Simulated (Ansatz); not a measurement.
# BaB2Rh2: the cost of one run

Program: Ansatz 0.2.0. Level of theory: DFT PBEsol, scalar-relativistic, plane waves, PAW. These are calculated values, not measurements.

1 further run of the same task is left out (it didn't finish).

## (1) The system as given

The structure is tetragonal, space group I4/mmm (No. 139). The conventional cell has a = 3.925 Å, b = 3.925 Å, c = 11.451 Å, α = 90.00°, β = 90.00°, γ = 90.00°. Ba (site symmetry 4/mmm) has 8 Rh at 3.47 Å and 10 B at 3.47 to 3.64 Å and 4 Ba at 3.93 Å as nearest neighbours. B (site symmetry 4mm) has 4 Rh at 2.11 Å as nearest neighbours. Around Rh (site symmetry -4m2) lie 4 B at 2.11 Å.

Coordinates:

```xyz
5
Lattice="-1.9626 1.9626 5.7257 1.9626 -1.9626 5.7257 1.9626 1.9626 -5.7257" Properties=species:S:1:pos:R:3 pbc="T T T"
Ba    0.0000    0.0000    0.0000
B     0.0000    0.0000    3.6379
B     0.0000    0.0000    7.8135
Rh    0.0000    1.9626    2.8629
Rh    1.9626    0.0000    2.8629
```

It is the result of an earlier relaxation at this level (volume 17.64 Å³/atom; gap on the mesh: none (metal)).

## (2) The cell under PBEsol

Contents of input.yaml:

```yaml
crystal:
  lattice:
    - [-1.9626150796, 1.9626150796, 5.7257229281]
    - [1.9626150796, -1.9626150796, 5.7257229281]
    - [1.9626150796, 1.9626150796, -5.7257229281]
  atoms:
    - { symbol: Ba, position: [0.0, 0.0, 0.0] }
    - { symbol: B, position: [0.3176840785, 0.3176840785, 0.0] }
    - { symbol: B, position: [0.6823159215, 0.6823159215, 0.0] }
    - { symbol: Rh, position: [0.75, 0.25, 0.5] }
    - { symbol: Rh, position: [0.25, 0.75, 0.5] }
basis:
  ecutwfc: 420
kpoints:
  mp_grid: { grid: [12, 12, 12] }
hamiltonian:
  xc: pbesol
scf:
  occupations: { method: gaussian, width: 0.1 }
output:
  forces: true
  stress: true
  eigenvalues: true
relax:
  adjacent_minimum: "off"
  f_tol: 0.005
  max_steps: 50
  cell: { stress_tol: 0.05 }
```

Command:

```bash
$ ansatz run input.yaml --threads 1 --pin off --max-ram 2560MiB --backend cpu --events-out ev --progress --plain --runs-dir out
```

**Question.** How long does this run take on 1 thread of Intel Xeon Platinum 8259CL at 2.50GHz (Skylake/Cascade Lake), shared host, and how much memory does it need?

About 2.3 min, with a peak of 0.68 GiB.
